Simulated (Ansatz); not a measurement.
**CH₇ClO₂Si₂: a ladder of functionals and wavefunction methods**

The task here is to estimate one member of a computed series from the others.

Computed with Ansatz 0.2.0, Gaussian basis. Level: functionals in def2-TZVPP, the program's frozen cores in correlated methods.

Plan: PBE-D4, r2SCAN-D4, PBE0-D4, B3LYP-D4, ωB97X-V, ωB97M-V, B2PLYP; CCSD(T)/def2-TZVPP; MP2/def2-QZVPP; extrapolation to the limit.

### The relaxed structure

The geometry comes from an earlier relaxation with PBE0-D4 in a triple-zeta def2 set; it is a stationary point, not always the lowest conformer.

SMILES `O[SiH](O)C[SiH2]Cl`, 13 atoms, charge 0, spin multiplicity 1.

Atoms are counted from 1 here; the program's logs count them from 0.

Bond lengths: O1–Si2 1.639 Å, O1–H7 0.961 Å, Si2–O3 1.636 Å, Si2–C4 1.862 Å, Si2–H8 1.489 Å, O3–H9 0.958 Å, C4–Si5 1.852 Å, C4–H10 1.098 Å, C4–H11 1.095 Å, Si5–Cl6 2.077 Å, Si5–H12 1.482 Å, Si5–H13 1.482 Å. Angles: Si2–O1–H7 116.8°, O1–Si2–O3 107.7°, O1–Si2–C4 112.2°, O1–Si2–H8 109.9°, O3–Si2–C4 106.7°, O3–Si2–H8 110.7°, C4–Si2–H8 109.7°, Si2–O3–H9 117.7°, Si2–C4–Si5 115.7°, Si2–C4–H10 108.2°, Si2–C4–H11 108.4°, Si5–C4–H10 107.1°, Si5–C4–H11 109.6°, H10–C4–H11 107.4°, C4–Si5–Cl6 109.7°, C4–Si5–H12 112.9°, C4–Si5–H13 111.5°, Cl6–Si5–H12 106.1° and more.

Set-up of the first run:

File in.yaml:

```yaml
crystal:
  periodic: [false, false, false]
  atoms:
    - {symbol: O, position_ang: [-2.118100, 0.088896, 0.106846]}
    - {symbol: Si, position_ang: [-0.716580, 0.252680, 0.941203]}
    - {symbol: O, position_ang: [-0.869144, 1.556480, 1.917740]}
    - {symbol: C, position_ang: [0.731874, 0.590408, -0.178628]}
    - {symbol: Si, position_ang: [1.305571, -0.840497, -1.205050]}
    - {symbol: Cl, position_ang: [-0.315118, -1.694489, -2.184581]}
    - {symbol: H, position_ang: [-2.131151, -0.567729, -0.594126]}
    - {symbol: H, position_ang: [-0.455937, -0.976085, 1.741323]}
    - {symbol: H, position_ang: [-1.646932, 1.605948, 2.475332]}
    - {symbol: H, position_ang: [1.580697, 0.903638, 0.442721]}
    - {symbol: H, position_ang: [0.475038, 1.431439, -0.831443]}
    - {symbol: H, position_ang: [2.261417, -0.441952, -2.264824]}
    - {symbol: H, position_ang: [1.898375, -1.908737, -0.366502]}
basis:
  gaussian: {orbitals: def2-TZVPP}
hamiltonian: {xc: pbe, dispersion: d4}
output: {forces: true, orbitals: {seedname: orbitals}}
```

Started as:

```
$ ansatz run in.yaml --threads 2 --pin off --events-out ev --progress --plain --max-ram 22528MiB --backend cuda --devices 0, --max-vram 18GiB
```

Steps of the session up to this table: PBE-D4 (GGA); r2SCAN-D4 (meta-GGA); PBE0-D4 (hybrid); B3LYP-D4 (hybrid); ωB97X-V (range-separated); ωB97M-V (range-separated); B2PLYP (double hybrid); CCSD(T) in def2-TZVPP; MP2 in def2-QZVPP.

One of the session's tables, all rows but one given; the rest of the session is left out.

It belongs to the step «Atomisation energies». 

| method | atomisation energy (kcal/mol) |
| --- | --- |
| PBE-D4 | 1147.2 |
| r2SCAN-D4 | 1143.8 |
| PBE0-D4 | 1132.2 |
| B3LYP-D4 | 1134.9 |
| ωB97X-V | 1146.2 |
| ωB97M-V | 1146.3 |
| B2PLYP | 1125.2 |
| HF/def2-TZVPP | 840.9 |
| MP2/def2-TZVPP | 1134.7 |
| CCSD/def2-TZVPP | 1097.6 |
| CCSD(T)/def2-TZVPP | ? |
| MP2/CBS | 1168.5 |
| CCSD(T)/CBS | 1146.8 |

Q: Estimate the row for CCSD(T)/def2-TZVPP from the others.

The run gave: atomisation energy (kcal/mol): 1113.1. In the column «atomisation energy (kcal/mol)» it lies between CCSD/def2-TZVPP (1097.6) and B2PLYP (1125.2).

To keep in mind: Free atoms (2 O, 2 Si, 1 C, 1 Cl, 7 H) were run apart at each level; the atomisation energy is their sum less the molecule, without zero-point or spin-orbit terms.
